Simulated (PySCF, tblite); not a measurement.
**CH5GeN, a cluster model of a defect: NMR shifts, core binding energies and electronic excitations**

What NMR shifts, core binding energies and electronic excitations should one expect for `[CH3][Ge][NH2]`? It is drawn as: twofold Ge.

Computed with tblite 0.8.0 and PySCF 2.14.0; each step states its level. No surroundings beyond the atoms listed, unless a continuum is named. Atoms count from 0, parts from 1.

### 1 The system as given

8 atoms, charge 0, multiplicity 1; geometry: distance geometry start.

### 2 Relaxing the cluster with GFN2-xTB

The job: settings as JSON, then the geometry in Å.

```
{"job": {"kind": "relax", "xc": "GFN2-xTB", "basis": "xTB"}, "charge": 0, "multiplicity": 1}
Ge    -0.167800    -0.243488     0.149035
C     -1.078738     1.395949     0.672925
N      0.402175    -1.962105    -0.362755
H     -1.717854     1.195912     1.442610
H     -0.364455     2.076106     0.960048
H     -1.623566     1.756681    -0.131339
H     -0.244878    -2.532233    -0.899935
H      0.959142    -2.491947     0.313219
```

Method: GFN2-xTB geometry optimisation, gas phase.

Run with:

```sh
OMP_NUM_THREADS=1 python cluster_run.py task.json out
```

This one command runs all jobs of the session in turn.

**Question.** The jobs that follow are: PBE0-D3(BJ)/def2-SVP geometry optimisation, gas phase; GIAO PBE0/pcSseg-2 NMR shielding, non-relativistic, gas phase; delta-SCF UKS SCAN, pcX-2 on the ionised atom, pcseg-1 elsewhere, spin-free X2C; TDDFT CAM-B3LYP/def2-SVPD, vertical, gas phase, core orbitals frozen in the response. Predict: rotational constants (main isotopes); 13C shifts against TMS (PBE0/pcSseg-2); 1H shifts against TMS (PBE0/pcSseg-2); 73Ge shifts against GeMe4 (PBE0/pcSseg-2); 15N shifts against NH3 (PBE0/pcSseg-2); C1s binding energies, SCAN/pcX-2; N1s binding energies, SCAN/pcX-2; lowest singlet (CAM-B3LYP/def2-SVPD); brightest single state of those computed; lowest triplet; vertical ionisation energy (ΔSCF); vertical electron affinity (ΔSCF).

**Answer**, as computed:

| quantity | value |
| --- | --- |
| rotational constants (main isotopes) | 11.95, 7.13, 4.60 GHz |
| 13C shifts against TMS (PBE0/pcSseg-2) | 22.8 ppm |
| 1H shifts against TMS (PBE0/pcSseg-2) | 5.61, 5.56, 1.09, 0.32, 0.23 ppm |
| 73Ge shifts against GeMe4 (PBE0/pcSseg-2) | 732 ppm |
| 15N shifts against NH3 (PBE0/pcSseg-2) | 165.0 ppm |
| C1s binding energies, SCAN/pcX-2 | C1 289.64 eV |
| N1s binding energies, SCAN/pcX-2 | N2 404.44 eV |
| lowest singlet (CAM-B3LYP/def2-SVPD) | 3.65 eV (339 nm), f = 0.030 |
| brightest single state of those computed | state 6, 6.91 eV, f = 0.408 |
| lowest triplet | 2.51 eV |
| vertical ionisation energy (ΔSCF) | 8.57 eV |
| vertical electron affinity (ΔSCF) | -0.47 eV (unbound: the value hangs on the basis) |

What this shows: Relaxing lowered the energy by 0.115 eV in 4 steps; the close pair that moved most is Ge0–C1, from 2.072 to 2.004 Å (PBE0/def2-SVP). At PBE0/pcSseg-2: The largest span, 1983 ppm, is at Ge0, where the paramagnetic term is -2153 ppm. The first singlet state (HOMO→LUMO 0.99) lies at 3.65 eV and is weak; of the 6 states computed, the strongest absorption comes from state 6 at 6.91 eV (the last computed, so partners may be missing). The lowest triplet lies 1.15 eV below the lowest singlet (triplets in Tamm-Dancoff, singlets in full TDDFT). ΔSCF puts the ionisation energy at 8.57 eV, 1.00 eV above −ε(HOMO). Spin-orbit coupling is left out, which matters for shieldings and couplings at and beside the heavy atoms.
